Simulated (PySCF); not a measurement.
# C6H5Br+ (doublet): open-shell or spin-flip excitations

Aim: compute the open-shell or spin-flip excitations of C6H5Br+ (doublet) (`Br[C+]1[CH]C=CC=C1`).

Programs: PySCF 2.14.0, with routines of our own; each step states its level. All values are computed. Atoms count from 0.

## Step 1: The system as given

12 atoms, charge 1, multiplicity 2; geometry from: GFN2-xTB.

## Step 2: Open-shell or spin-flip excitations: unrestricted TDA PBE0/def2-SVPD

What the job is given:

```
{"job": {"kind": "uabs", "xc": "PBE0", "basis": "def2-SVPD", "nstates": 10, "tda": true}, "charge": 1, "multiplicity": 2}
Br     2.894226     1.067213     0.811267
C      1.192949     0.439201     0.333708
C      0.931754    -0.949111     0.362851
C     -0.317685    -1.398406     0.008710
C     -1.314594    -0.484823    -0.372329
C     -1.048414     0.894067    -0.400247
C      0.194844     1.363168    -0.050303
H      1.709324    -1.636541     0.660992
H     -0.536625    -2.455590     0.024396
H     -2.296960    -0.844977    -0.644495
H     -1.823985     1.585175    -0.696013
H      0.416364     2.419940    -0.064563
```

With the program's defaults for keys left out, this is: unrestricted TDA PBE0/def2-SVPD, vertical, gas phase, core orbitals frozen in the response.

Launch:

```
OMP_NUM_THREADS=1 python excited_run.py task.json out
```

The driver reads the jobs from task.json and runs them one after another.

The program printed:

```text
coarse grid: 50776 points
cycle   1  E = -2804.4031525114  dE =  3.366e-01  |g| = 2.472e-01  |ddm| = 1.036e+01
cycle   2  E = -2804.3589893756  dE =  4.416e-02  |g| = 3.899e-01  |ddm| = 4.212e+00
cycle   3  E = -2804.4337460168  dE = -7.476e-02  |g| = 8.089e-02  |ddm| = 1.460e+00
cycle   4  E = -2804.4366039004  dE = -2.858e-03  |g| = 3.023e-02  |ddm| = 2.761e-01
cycle   5  E = -2804.4371184502  dE = -5.145e-04  |g| = 1.042e-02  |ddm| = 1.416e-01
cycle   6  E = -2804.4371716767  dE = -5.323e-05  |g| = 3.431e-03  |ddm| = 3.518e-02
cycle   7  E = -2804.4371820049  dE = -1.033e-05  |g| = 2.641e-03  |ddm| = 2.727e-02
cycle   8  E = -2804.4371902515  dE = -8.247e-06  |g| = 6.036e-04  |ddm| = 1.369e-02
final grid: 107184 points
cycle   9  E = -2804.4372032169  dE = -9.094e-07  |g| = 5.026e-04  |ddm| = 1.004e-02
cycle  10  E = -2804.4372033186  dE = -1.017e-07  |g| = 8.608e-04  |ddm| = 4.208e-03
cycle  11  E = -2804.4372037511  dE = -4.325e-07  |g| = 1.997e-04  |ddm| = 3.106e-03
cycle  12  E = -2804.4372039323  dE = -1.812e-07  |g| = 1.583e-04  |ddm| = 2.296e-03
cycle  13  E = -2804.4372039693  dE = -3.699e-08  |g| = 5.295e-05  |ddm| = 1.172e-03
cycle  14  E = -2804.4372039720  dE = -2.693e-09  |g| = 2.406e-05  |ddm| = 2.359e-04
cycle  15  E = -2804.4372039725  dE = -5.434e-10  |g| = 1.217e-05  |ddm| = 1.109e-04
converged SCF energy = -2804.4372039725

Static polarisability (au): isotropic 94.269, principal 47.516 79.502 155.789

<S^2> of the reference = 0.7637 (exact 0.7500)

Excitations
state   eV       nm        f      <S^2>   main configurations
  1   0.9902   1252.1   0.00011   0.786   Hb->Lb 0.98
  2   1.5200    815.7   0.00000   0.775   H-1b->Lb 0.99
  3   2.6566    466.7   0.17365   0.778   H-2b->Lb 0.89
  4   3.2689    379.3   0.00000   0.774   H-3b->Lb 0.99
  5   3.3238    373.0   0.00011   0.779   H-4b->Lb 0.99
  6   4.0395    306.9   0.01121   1.133   H-5b->Lb 0.73, H-1a->L+1a 0.15
  7   4.6297    267.8   0.04446   2.107   H-1a->L+1a 0.34, Hb->L+2b 0.28, Ha->La 0.24
  8   4.8194    257.3   0.01234   2.657   H-1a->La 0.69, Hb->L+1b 0.30
  9   5.0027    247.8   0.00154   0.810   H-6b->Lb 0.96
 10   5.4766    226.4   0.00000   0.790   H-7b->Lb 0.98
```

It took 68 s on 1 thread of Arm Neoverse V1, shared host; peak memory 0.72 GiB.

Key values:

```
quantity  value
    ⟨S²⟩  0.764
```

Löwdin spin populations:

```
atom  value (e)
 Br0       0.30
  C1       0.22
  C2       0.07
  C3       0.02
  C4       0.27
  C5       0.02
  C6       0.08
  H7       0.00
  H8       0.00
  H9       0.01
 H10       0.00
 H11       0.00
```

With diffuse functions Löwdin's scheme smears the spin, so small populations can have the wrong sign.

The fields below are evaluated on a grid from the run's orbitals.

ELF in a plane through or near 12 of the atoms.

Ten even steps from '0' (0.00) to '9' (1.00):
```
0000000000000000000000000000
0000000000000000000000000000
0000000000000000000000000000
0000000006860001784000000000
0000000089995007999100000000
0000000079997128999100100000
0000000017984765994026752000
0000000002533879250178874100
0000037854873763873477885100
0000199996555016237635365100
0000099995154016237636365100
0000037754863763873476885100
0000000001616969250178874100
0000000017984764993026752000
0000000079997129999100100000
0000000089995008999100000000
0000000006860001784000000000
0000000000000000000000000000
0000000000000000000000000000
0000000000000000000000000000
```
The map spans 11.6 Å across and 9.5 Å up, centred on the molecule. Atoms in the plane (x, y in Å): Br0 (3.2, 0.0), C1 (1.3, 0.0), C2 (0.6, 1.2), C3 (-0.8, 1.2), C4 (-1.4, 0.0), C5 (-0.8, -1.2), C6 (0.6, -1.2), H7 (1.2, 2.2), H8 (-1.3, 2.2), H9 (-2.5, 0.0), H10 (-1.3, -2.1), H11 (1.2, -2.2).

log10 of the density (e/Å³) in the same plane.

Ten even steps from ' ' (-4.0) to '@' (2.1):
```
                                                        
                                                        
                  ..::..........::....                  
              ..::--------::::------::..                
              ::--==++++======++++++==--::......        
            ..::==++****++++++******++----::::::..      
            ..::==++**##******####**++========----::    
          ..::--==++**##%%####@@##**++==++++++==--::..  
        ..::====++****####****####**++++******++==--::  
        ::--++****##%%##**++++**##%%****%%@@%%**++--::  
        ::--++****##%%##**++++**##%%****%%@@%%**++--::  
        ..::--==++****####****####**++++******++==--::  
          ..::--==++**##%%####@@##**++==++++++====::..  
            ..::==++**##******####**++========----::    
            ..::==++****++++++******++----::::::..      
              ::--==++++======++++++==--::......        
              ..::--------::::------::..                
                  ..............::....                  
                                                        
                                                        
```
The map spans 11.6 Å across and 9.5 Å up, centred on the molecule. Atoms in the plane (x, y in Å): Br0 (3.2, 0.0), C1 (1.3, 0.0), C2 (0.6, 1.2), C3 (-0.8, 1.2), C4 (-1.4, 0.0), C5 (-0.8, -1.2), C6 (0.6, -1.2), H7 (1.2, 2.2), H8 (-1.3, 2.2), H9 (-2.5, 0.0), H10 (-1.3, -2.1), H11 (1.2, -2.2).

On the surface of density 0.002 e/bohr³ the electrostatic potential runs, from the 1st to the 99th percentile, from 3.96 to 5.18 V.

The spin density lies nearest to Br0 27 %; C1, C4 about 23 % each; C2, C6 about 7 % each.

## Step 3: Open-shell or spin-flip excitations: unrestricted TDA PBE0/def2-SVPD in water

The job, as its differences from that of step 2:

```diff
@@ -1,2 +1,2 @@
-{"job": {"kind": "uabs", "xc": "PBE0", "basis": "def2-SVPD", "nstates": 10, "tda": true}, "charge": 1, "multiplicity": 2}
+{"job": {"kind": "uabs", "xc": "PBE0", "basis": "def2-SVPD", "nstates": 10, "tda": true, "solvent": "water", "pol": false}, "charge": 1, "multiplicity": 2}
 Br     2.894226     1.067213     0.811267
```

With the program's defaults for keys left out, this is: unrestricted TDA PBE0/def2-SVPD, vertical, IEF-PCM water (non-equilibrium linear response), core orbitals frozen in the response.

The program printed:

```text
coarse grid: 50776 points
cycle   1  E = -2804.4878821576  dE =  2.523e-01  |g| = 2.381e-01  |ddm| = 1.041e+01
cycle   2  E = -2804.4612831323  dE =  2.660e-02  |g| = 3.389e-01  |ddm| = 4.367e+00
cycle   3  E = -2804.5173591736  dE = -5.608e-02  |g| = 6.341e-02  |ddm| = 1.377e+00
cycle   4  E = -2804.5190523973  dE = -1.693e-03  |g| = 2.569e-02  |ddm| = 2.226e-01
cycle   5  E = -2804.5194314076  dE = -3.790e-04  |g| = 6.486e-03  |ddm| = 1.408e-01
cycle   6  E = -2804.5194623662  dE = -3.096e-05  |g| = 2.410e-03  |ddm| = 2.967e-02
cycle   7  E = -2804.5194731184  dE = -1.075e-05  |g| = 1.359e-03  |ddm| = 2.351e-02
cycle   8  E = -2804.5194754351  dE = -2.317e-06  |g| = 7.157e-04  |ddm| = 7.982e-03
final grid: 107184 points
cycle   9  E = -2804.5194874725  dE = -2.639e-07  |g| = 8.408e-04  |ddm| = 1.064e-02
cycle  10  E = -2804.5194870887  dE =  3.838e-07  |g| = 1.370e-03  |ddm| = 6.312e-03
cycle  11  E = -2804.5194880527  dE = -9.640e-07  |g| = 1.374e-04  |ddm| = 4.176e-03
cycle  12  E = -2804.5194880981  dE = -4.537e-08  |g| = 1.383e-04  |ddm| = 1.079e-03
cycle  13  E = -2804.5194881269  dE = -2.876e-08  |g| = 4.565e-05  |ddm| = 1.198e-03
cycle  14  E = -2804.5194881285  dE = -1.621e-09  |g| = 1.690e-05  |ddm| = 1.589e-04
cycle  15  E = -2804.5194881289  dE = -3.683e-10  |g| = 9.100e-06  |ddm| = 8.756e-05
converged SCF energy = -2804.5194881289

<S^2> of the reference = 0.7634 (exact 0.7500)

Excitations
state   eV       nm        f      <S^2>   main configurations
  1   0.9399   1319.1   0.00009   0.787   Hb->Lb 0.98
  2   1.6318    759.8   0.00000   0.775   H-1b->Lb 0.99
  3   2.5799    480.6   0.20326   0.782   H-2b->Lb 0.91
  4   3.1834    389.5   0.00000   0.774   H-3b->Lb 0.99
  5   3.2709    379.1   0.00008   0.779   H-4b->Lb 0.99
  6   3.9828    311.3   0.01256   1.079   H-5b->Lb 0.75, H-1a->L+1a 0.13
  7   4.6202    268.4   0.04904   2.107   H-1a->L+1a 0.35, Hb->L+2b 0.28, Ha->La 0.26
  8   4.7905    258.8   0.01795   2.638   H-1a->La 0.71, Hb->L+1b 0.28
  9   4.9688    249.5   0.00168   0.810   H-6b->Lb 0.96
 10   5.3840    230.3   0.00000   0.789   H-7b->Lb 0.98
```

Wall time 49 s (1 thread of Arm Neoverse V1, shared host); peak memory 0.83 GiB.

Key values:

```
quantity  value
    ⟨S²⟩  0.763
```

## Step 4: Summary of results

| quantity | value |
| --- | --- |
| lowest and brightest state of nearly pure spin, of 10 (step 2, unrestricted TDA PBE0/def2-SVPD) | 0.99 eV; 2.66 eV, f = 0.174 |
| lowest and brightest state of nearly pure spin, of 10 (step 3, unrestricted TDA PBE0/def2-SVPD in water) | 0.94 eV; 2.58 eV, f = 0.203 |

In words: States whose ⟨S²⟩ lies well above the reference's are mixtures of spin states, an artefact of the unrestricted response, and are left out of the summary. The lowest state of nearly pure spin runs from 0.94 to 0.99 eV over the runs.
